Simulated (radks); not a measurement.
# Tm in [Xe] 4f13 6s1.5 5d0.5: an all-electron calculation

What are the levels of neutral thulium, how large are its shells, and how does its energy divide?

Program: radks (a radial shooting solver on a logarithmic mesh, Libxc functionals) version 1. Level of theory: scalar-relativistic Kohn-Sham, PBEsol, spin-polarised, spherical densities, point nucleus; open shells are filled with parallel spins first. These are calculated values, not measurements, unless marked.

**1. What is computed**

| Item | Value |
| --- | --- |
| element | thulium (Z = 69) |
| charge | 0 |
| electrons | 69 |
| configuration | [Xe] 4f13 6s1.5 5d0.5 |

**2. Self-consistent calculation**

The run's settings:

```text
Z 69
configuration [Xe] 4f13 6s1.5 5d0.5
relativity scalar-relativistic
functional pbe_sol,pbe_sol
spin polarised
nucleus point
c 137.035999084
```

The run is started by

```
$ python run_ks.py task.json out
```

This one command runs every case of the session in turn.

What does the calculation give?

**Answer**, as computed:

```
                        quantity                     value
                    total energy       -13563.1471 hartree
exchange-correlation share of it                    2.07 %
                            −T/E                    1.0870
          highest occupied level          5d up, -0.929 eV
    most extended occupied level  6s down, <r> = 4.03 bohr
 radius at density 0.001 e/bohr³                 5.01 bohr
    maxima of the radial density                         4
```

What this shows: The radial density shows 4 maxima for 6 occupied principal shells; where shells overlap, one shows as a shoulder or not at all. Relativity lifts −T/E to 1.087. This is not the tabulated ground configuration, so its levels and sizes aren't those of the ground state, and no measured value stands beside it.
